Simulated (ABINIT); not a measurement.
TaAs:

```
CELL_PARAMETERS angstrom
-1.72181 1.72181 5.86794
1.72181 -1.72181 5.86794
1.72181 1.72181 -5.86794
ATOMIC_POSITIONS crystal
Ta 0.49997 0.49997 0.00000
Ta 0.24997 0.74997 0.50000
As 0.08263 0.08263 0.00000
As 0.83263 0.33263 0.50000
```

The cell is a database's computed one.

Program: ABINIT 10.8.3 (patched build). Alike in all runs: task single point; potentials or basis JTH PAW PBE v2.0; no spin polarisation; cell as given; k mesh 9 × 9 × 9; cutoff (eV) 626; smearing fermi-dirac 0.05 eV.

Order these runs on this cell by their pressure, lowest first.
A. level PW91
B. level LDA
C. level WC
D. level BLYP
E. level revPBE

B (-7.5 GPa), C (-2.9 GPa), A (2.1 GPa), E (4.0 GPa), D (9.9 GPa).

Caveats: the PAW data sets were made with another functional, which shifts forces and pressure a little.

Runs at the PBE level aren't shown here.
